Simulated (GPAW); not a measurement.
Input of a GPAW 26.7.0 run:

run.py

```python
from ase.dft.bandgap import bandgap
from ase.io import read, write
from ase.units import GPa
from gpaw import GPAW, PW

atoms = read('POSCAR')

calc = GPAW(mode=PW(450),
            xc='PBE',
            kpts={'size': (7, 7, 7), 'gamma': True},
            occupations={'name': 'fermi-dirac', 'width': 0.05},
            nbands=34,
            maxiter=120,
            txt='gpaw.txt')
atoms.calc = calc
energy = atoms.get_potential_energy()
forces = atoms.get_forces()
stress = atoms.get_stress()
calc.write('gs.gpw')
write('result.traj', atoms)
print(f'Energy: {energy:.6f} eV')
print('Forces (eV/A):')
print(forces.round(4))
print('Stress (GPa):', (stress / GPa).round(3))
print('Fermi level:', round(calc.get_fermi_level(), 4), 'eV')
print(f'Gap: {bandgap(calc)[0]:.4f} eV, direct: {bandgap(calc, direct=True)[0]:.4f} eV')
```

POSCAR

```
TaAs
1.0
   -1.7218133622      1.7218133622      5.8679415361
    1.7218133622     -1.7218133622      5.8679415361
    1.7218133622      1.7218133622     -5.8679415361
Ta As
2 2
Direct
    0.4999673000      0.4999673000      0.0000000000
    0.2499673000      0.7499673000      0.5000000000
    0.0826321200      0.0826321200      0.0000000000
    0.8326321200      0.3326321200      0.5000000000
```

Potentials or basis: GPAW PAW data sets (gpaw-data 1.2.1), pw.

Launch:

```sh
$ OMP_NUM_THREADS=1 python run.py
```

Estimate the pressure.

2.7 GPa.

What does it give for the largest force?

0.029 eV/Å.

What does it give for the band gap on the k mesh?

0.07 eV, direct.

Stress tensor (GPa, compression positive):
```
3.01 0.00 0.00
0.00 3.01 0.00
0.00 0.00 1.97
```

Caveat: the k mesh is coarse; the cutoff is short for stress and forces, so pressures can be off by a GPa or more; spin-orbit coupling is left out, which moves the levels of the heavy elements; an odd mesh through Γ misses points on the zone boundary, where band edges often lie; the program warned that so skewed a cell can give wrong results.
